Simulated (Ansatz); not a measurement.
**AlAsF₃H₃: one species, many methods**

How much do the methods differ for AlAsF₃H₃? The plan is to run it at one geometry with functionals of several rungs and with coupled cluster. The yardstick is the atomisation energy at the CCSD(T) limit.

Program: Ansatz 0.2.0, Gaussian basis. Level of theory: functionals in def2-TZVPP, the program's frozen cores in correlated methods. These are calculated values, not measurements.

The runs, in order: LDA (SPW92), PBE-D4, revPBE-D4, BLYP-D4, r2SCAN-D4, B97M-V, PBE0-D4, B3LYP-D4, r2SCANh-D4, r2SCAN0-D4, HSE06-D4, BHLYP-D4, CAM-B3LYP-D4, LC-ωPBE, ωB97X-V, ωB97M-V, B2PLYP, PBE-QIDH; CCSD(T)/def2-SVP; CCSD(T)/def2-TZVPP; MP2/def2-QZVPP; extrapolation to the limit; RPA on PBE.

## 1. The relaxed structure

An earlier PBE0-D4 in a triple-zeta def2 set relaxation fixed the geometry.

SMILES `[F][Al-]([F])([F])[AsH3+]`, 8 atoms, charge 0, spin multiplicity 1.

Atoms are counted from 1 here; the program's logs count them from 0.

Bond lengths: F1–Al2 1.650 Å, Al2–F3 1.650 Å, Al2–F4 1.650 Å, Al2–As5 2.597 Å, As5–H6 1.503 Å, As5–H7 1.503 Å, As5–H8 1.503 Å. Angles: F1–Al2–F3 117.6°, F1–Al2–F4 117.7°, F1–Al2–As5 99.0°, F3–Al2–F4 117.6°, F3–Al2–As5 98.9°, F4–Al2–As5 98.9°, Al2–As5–H6 118.8°, Al2–As5–H7 118.7°, Al2–As5–H8 118.7°, H6–As5–H7 98.8°, H6–As5–H8 98.8°, H7–As5–H8 98.8°.

## 2. LDA

This LDA is Slater exchange with PW92 correlation.

Input file in.yaml:

```yaml
crystal:
  periodic: [false, false, false]
  atoms:
    - {symbol: F, position_ang: [-0.034805, -1.711313, 1.650505]}
    - {symbol: Al, position_ang: [0.747099, -1.253005, 0.271825]}
    - {symbol: F, position_ang: [2.264727, -0.624316, 0.425902]}
    - {symbol: F, position_ang: [0.395843, -2.072731, -1.116257]}
    - {symbol: As, position_ang: [-0.549809, 0.942787, -0.219018]}
    - {symbol: H, position_ang: [-1.630005, 1.374028, 0.732703]}
    - {symbol: H, position_ang: [-1.318482, 1.054882, -1.505532]}
    - {symbol: H, position_ang: [0.217531, 2.232668, -0.296029]}
basis:
  gaussian: {orbitals: def2-TZVPP}
hamiltonian: {xc: lda}
output: {orbitals: {seedname: orbitals}}
```

The run is started by

```
ansatz run in.yaml --threads 4 --pin off --events-out ev --progress --plain --max-ram 10444MiB
```

After this run come: PBE-D4 (GGA); revPBE-D4 (GGA); BLYP-D4 (GGA); r2SCAN-D4 (meta-GGA); B97M-V (meta-GGA); PBE0-D4 (hybrid); B3LYP-D4 (hybrid); r2SCANh-D4 (hybrid); r2SCAN0-D4 (hybrid); HSE06-D4 (hybrid); BHLYP-D4 (hybrid); CAM-B3LYP-D4 (range-separated); LC-ωPBE (range-separated); ωB97X-V (range-separated); ωB97M-V (range-separated); B2PLYP (double hybrid); PBE-QIDH (double hybrid); CCSD(T) in def2-SVP; CCSD(T) in def2-TZVPP; MP2 in def2-QZVPP; RPA on PBE orbitals.

Before running them: what should the planned runs give, taken together? Wanted: atomisation energy, CCSD(T)/CBS; farthest beyond LDA; mean size of error, GGA; mean size of error, meta-GGA; mean size of error, hybrid; mean size of error, range-separated; mean size of error, double hybrid; gap, smallest and largest; T1 diagnostic.

As calculated:

| quantity | value |
| --- | --- |
| atomisation energy, CCSD(T)/CBS | 2796.0 kJ/mol |
| functionals within 28.0 kJ/mol (1.0 %) | PBE-D4, r2SCAN-D4, B97M-V, CAM-B3LYP-D4, ωB97X-V |
| farthest beyond LDA | BHLYP-D4 (-132.9 kJ/mol) |
| mean size of error, GGA | 48.9 kJ/mol |
| mean size of error, meta-GGA | 17.9 kJ/mol |
| mean size of error, hybrid | 81.9 kJ/mol |
| mean size of error, range-separated | 25.6 kJ/mol |
| mean size of error, double hybrid | 66.7 kJ/mol |
| gap, smallest and largest | 6.71 eV (PBE-D4), 13.84 eV (LC-ωPBE) |
| T1 diagnostic | 0.0120 |
| triples share of the correlation energy | 2.8 % |

The LDA atomisation energy is off by 357.5 kJ/mol (13 %): it overbinds. PBE-D4 is off by -19.1 kJ/mol. Double hybrids carry the basis error of their MP2 part in triple zeta, and no dispersion term here, so their miss is partly the set-up's. The rungs meta-GGA, range-separated miss on average by less than the doubt on the reference (28.0 kJ/mol), so they tie. The reference freezes the cores and leaves out relativity and excitations past (T), and its outer-core shells are covered unevenly, so misses under about 28.0 kJ/mol can't be ranked. Hartree-Fock recovers 72 % of the binding; the rest is correlation. CCSD(T) in def2-SVP is off by -220.1 kJ/mol, worse than the median functional, from the basis alone. The gap grows from 6.7 to 13.8 eV across the functionals, mostly with the share of exact exchange. Correlated methods include outer-core shells of As, which these sets cover unevenly.
